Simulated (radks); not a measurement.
**Ga²¹⁺ in 1s1 2s2 2p6 3p1: an all-electron calculation**

The task here is to estimate one member of a computed series from the others.

Program: radks (a radial shooting solver on a logarithmic mesh, Libxc functionals) version 1. Level of theory: scalar-relativistic Kohn-Sham, OLYP, spin-unpolarised, spherical densities, point nucleus. These are calculated values, not measurements, unless marked.

## What is computed

- element: gallium (Z = 31)
- charge: +21
- electrons: 10
- configuration: 1s1 2s2 2p6 3p1

The outer shells:

Ga²¹⁺
```
1s [↑ ]
2s [↑↓]
2p [↑↓][↑↓][↑↓]
3p [↑ ][  ][  ]
```

The first run:

Settings of this run:

```text
Z 31
configuration 1s1 2s2 2p6 3p1 3s0 3d0 4p0 4f0
relativity scalar-relativistic
functional optx,lyp
spin unpolarised
nucleus point
c 137.035999084
```

One table of the session follows, with a row left open; its other results are not shown here.

It belongs to the step «Shells». Radial moments (bohr):

| level | <r> | outermost maximum (interpolated) | 90 % within | nodes |
| --- | --- | --- | --- | --- |
| 1s | 0.04810 | 0.0316 | 0.0859 | 0 |
| 2s | 0.2089 | 0.177 | 0.321 | 1 |
| 2p | 0.1805 | 0.140 | 0.293 | 0 |
| 3s | 0.5181 | 0.488 | 0.751 | 2 |
| 3p | 0.5017 | 0.468 | 0.742 | 1 |
| 3d | ? | ? | ? | ? |
| 4p | 0.9675 | 0.982 | 1.37 | 2 |
| 4f | 0.8331 | 0.742 | 1.21 | 0 |

Q: Estimate the row for 3d from the others.

**Answer.** <r>: 0.4480; outermost maximum (interpolated): 0.378; 90 % within: 0.683; nodes: 0. In the column «<r>» it lies between 2s (0.2089) and 3p (0.5017).
